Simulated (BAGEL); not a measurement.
# CH6ClNSi (SMILES C[SiH](N)Cl): HF/6-31G(d) (density fitting with qzvpp-jkfit, spherical functions)

What is the energy change on altering one bond length of CH6ClNSi at HF/6-31G* (density fitting with qzvpp-jkfit, spherical functions)? 

The results are computed with BAGEL 1.2.2.

6 further runs of the same task are left out: 5 that didn't finish, 1 set aside as unsound or not needed. Runs told in other sessions of the task aren't counted.

### Step 1. The system as given

CH6ClNSi: 10 atoms, total charge 0, spin state singlet. As SMILES, `C[SiH](N)Cl`. The coordinates come from a PBE0-D4/def2-TZVP relaxation. This is one conformer, not always the lowest.

Bond lengths: C1–Si2 1.853 Å, Si2–N3 1.706 Å, Si2–Cl4 2.081 Å, C1–H5 1.092 Å, C1–H6 1.092 Å, C1–H7 1.093 Å, Si2–H8 1.480 Å, N3–H9 1.008 Å, N3–H10 1.008 Å. Some angles: C1–Si2–N3 110.0°, C1–Si2–Cl4 106.9°, N3–Si2–Cl4 113.8°, C1–Si2–H8 113.9°, N3–Si2–H8 107.4°, Cl4–Si2–H8 105.0°, Si2–C1–H5 110.6°, Si2–C1–H6 110.4°, Si2–C1–H7 110.6°, Si2–N3–H9 120.0°.

### Step 2. A single-point energy at HF/6-31G(d) (density fitting with qzvpp-jkfit, spherical functions)

input.json

```json
{ "bagel" : [

{
  "title" : "molecule",
  "basis" : "6-31gs.json",
  "df_basis" : "qzvpp-jkfit",
  "angstrom" : true,
  "geometry" : [
    { "atom" : "C", "xyz" : [      -0.924300,       0.960300,      -0.429600 ] },
    { "atom" : "Si", "xyz" : [      -0.055600,      -0.637600,      -0.073400 ] },
    { "atom" : "N", "xyz" : [       1.200800,      -0.379200,       1.050800 ] },
    { "atom" : "Cl", "xyz" : [       0.594900,      -1.392500,      -1.900800 ] },
    { "atom" : "H", "xyz" : [      -1.720000,       0.809500,      -1.161600 ] },
    { "atom" : "H", "xyz" : [      -1.359500,       1.369700,       0.485000 ] },
    { "atom" : "H", "xyz" : [      -0.226900,       1.694300,      -0.841400 ] },
    { "atom" : "H", "xyz" : [      -0.936500,      -1.689500,       0.482600 ] },
    { "atom" : "H", "xyz" : [       1.847500,       0.382600,       0.917600 ] },
    { "atom" : "H", "xyz" : [       1.662700,      -1.168700,       1.473800 ] }
  ]
},

{
  "title" : "hf"
},

{
  "title" : "print",
  "file" : "orbitals.molden",
  "orbitals" : true
}

]}
```

The basis set 6-31G* is read from a file made from the Basis Set Exchange's data (not shown).

On the command line:

```console
$ BAGEL_NUM_THREADS=1 BAGEL input.json > input.out
```

Log:

```text
* using 1 threads per process

  ===============================================================
  ===============================================================

  *** Geometry ***

  { "atom" : "C", "xyz" : [     -1.746674,      1.814704,     -0.811826 ] },
  { "atom" : "Si", "xyz" : [     -0.105069,     -1.204889,     -0.138706 ] },
  { "atom" : "N", "xyz" : [      2.269183,     -0.716584,      1.985724 ] },
  { "atom" : "Cl", "xyz" : [      1.124198,     -2.631444,     -3.591991 ] },
  { "atom" : "H", "xyz" : [     -3.250329,      1.529733,     -2.195106 ] },
  { "atom" : "H", "xyz" : [     -2.569083,      2.588358,      0.916517 ] },
  { "atom" : "H", "xyz" : [     -0.428779,      3.201763,     -1.590016 ] },
  { "atom" : "H", "xyz" : [     -1.769729,     -3.192692,      0.911982 ] },
  { "atom" : "H", "xyz" : [      3.491269,      0.723009,      1.734013 ] },
  { "atom" : "H", "xyz" : [      3.142048,     -2.208523,      2.785078 ] },

  Number of auxiliary basis functions:      516

  Since a DF basis is specified, we compute 2- and 3-index integrals:
    o Being stored without compression. Storage requirement is 0.024 GB

  Number of basis functions:       76
  Number of electrons      :       50

    * METHOD: MOLECULE                             0.24

  *** RHF ***

  === Nuclear Repulsion ===
   222.1459967227

      * DIIS with orbital gradients will be used.

  === RHF iteration (6-31gs.json) ===
      0       -844.11936927          0.01881517           0.06
      1       -844.25753502          0.00942917           0.06
      2       -844.29678840          0.00151142           0.06
      3       -844.29807261          0.00035514           0.06
      4       -844.29815826          0.00005934           0.06
      5       -844.29816134          0.00001297           0.05
      6       -844.29816155          0.00000466           0.05
      7       -844.29816158          0.00000135           0.06
      8       -844.29816158          0.00000036           0.05
      9       -844.29816158          0.00000013           0.05
     10       -844.29816158          0.00000006           0.05
     11       -844.29816158          0.00000001           0.05
     12       -844.29816158          0.00000000           0.05
    * SCF iteration converged.

    * Permanent dipole moment:
           (   -0.176114,    -0.521061,    -0.756525) a.u.

    * METHOD: HF                                   0.89

    * METHOD: PRINT                                0.02

  ===============================================================
```

Wall time 1.3 s (1 thread of AMD EPYC 9B14 (Zen 4), shared host).

### Step 3. The distorted shape at the same level

job.json

```json
{ "bagel": [

{
  "title": "molecule",
  "basis": "6-31gs.json",
  "df_basis": "qzvpp-jkfit",
  "angstrom": "true",
  "geometry": [
    { "atom": "C", "xyz": [   -1.021887,    1.073549,   -0.155457 ] },
    { "atom": "Si", "xyz": [   -0.153187,   -0.524351,    0.200743 ] },
    { "atom": "N", "xyz": [    1.103213,   -0.265951,    1.324943 ] },
    { "atom": "Cl", "xyz": [    0.594900,   -1.392500,   -1.900800 ] },
    { "atom": "H", "xyz": [   -1.817587,    0.922749,   -0.887457 ] },
    { "atom": "H", "xyz": [   -1.457087,    1.482949,    0.759143 ] },
    { "atom": "H", "xyz": [   -0.324487,    1.807549,   -0.567257 ] },
    { "atom": "H", "xyz": [   -1.034087,   -1.576251,    0.756743 ] },
    { "atom": "H", "xyz": [    1.749913,    0.495849,    1.191743 ] },
    { "atom": "H", "xyz": [    1.565113,   -1.055451,    1.747943 ] }
  ]
},
{
  "title": "hf",
  "charge": 0
},
{
  "title": "print",
  "file": "orbitals.molden",
  "orbitals": "true"
}

]}
```

The basis set 6-31G* is read from a file made from the Basis Set Exchange's data (not shown).

On the command line:

```console
$ BAGEL_NUM_THREADS=1 BAGEL job.json > job.out
```

Log:

```text
* using 1 threads per process

  ===============================================================
  ===============================================================

  *** Geometry ***

  { "atom" : "C", "xyz" : [     -1.931087,      2.028714,     -0.293771 ] },
  { "atom" : "Si", "xyz" : [     -0.289481,     -0.990880,      0.379349 ] },
  { "atom" : "N", "xyz" : [      2.084770,     -0.502575,      2.503779 ] },
  { "atom" : "Cl", "xyz" : [      1.124198,     -2.631444,     -3.591991 ] },
  { "atom" : "H", "xyz" : [     -3.434742,      1.743743,     -1.677051 ] },
  { "atom" : "H", "xyz" : [     -2.753495,      2.802367,      1.434572 ] },
  { "atom" : "H", "xyz" : [     -0.613192,      3.415773,     -1.071960 ] },
  { "atom" : "H", "xyz" : [     -1.954141,     -2.978683,      1.430037 ] },
  { "atom" : "H", "xyz" : [      3.306856,      0.937019,      2.252068 ] },
  { "atom" : "H", "xyz" : [      2.957635,     -1.994513,      3.303134 ] },

  Number of auxiliary basis functions:      516

  Since a DF basis is specified, we compute 2- and 3-index integrals:
    o Being stored without compression. Storage requirement is 0.024 GB

  Number of basis functions:       76
  Number of electrons      :       50

    * METHOD: MOLECULE                             0.24

  *** RHF ***

  === Nuclear Repulsion ===
   210.2888183476

      * DIIS with orbital gradients will be used.

  === RHF iteration (6-31gs.json) ===
      0       -844.09154884          0.01881995           0.06
      1       -844.23703086          0.00951782           0.05
      2       -844.27810437          0.00153522           0.05
      3       -844.27944536          0.00038570           0.06
      4       -844.27955635          0.00006444           0.06
      5       -844.27956110          0.00001430           0.05
      6       -844.27956148          0.00000509           0.05
      7       -844.27956153          0.00000166           0.05
      8       -844.27956153          0.00000048           0.05
      9       -844.27956153          0.00000016           0.05
     10       -844.27956153          0.00000007           0.05
     11       -844.27956153          0.00000002           0.05
     12       -844.27956153          0.00000000           0.05
    * SCF iteration converged.

    * Permanent dipole moment:
           (    0.046977,    -0.827329,    -1.413650) a.u.

    * METHOD: HF                                   0.88

    * METHOD: PRINT                                0.02

  ===============================================================
```

Run time: 1.3 s. Hardware: 1 thread of AMD EPYC 9B14 (Zen 4), shared host.

### Step 4. What came out

At HF/6-31G* (density fitting with qzvpp-jkfit, spherical functions):

| quantity | value |
| --- | --- |
| first shape: total energy | -844.29816 Eh |
| first shape: dipole moment | 2.38 D |
| first shape: HOMO energy | -11.29 eV |
| first shape: LUMO energy | 4.76 eV |
| first shape: HOMO–LUMO gap | 16.05 eV |
| distorted shape: total energy | -844.27956 Eh |
| distorted shape: dipole moment | 4.16 D |
| distorted shape: HOMO energy | -11.23 eV |
| distorted shape: LUMO energy | 3.76 eV |
| distorted shape: HOMO–LUMO gap | 14.99 eV |
| energy change with the Si2–Cl4 bond stretched from 2.081 to 2.394 Å | 0.506 eV |

**Reading.** With the Si2–Cl4 bond stretched from 2.081 to 2.394 Å the energy rises by 0.51 eV (48.8 kJ/mol). The first shape isn't relaxed at this level, so the change isn't measured from a minimum.
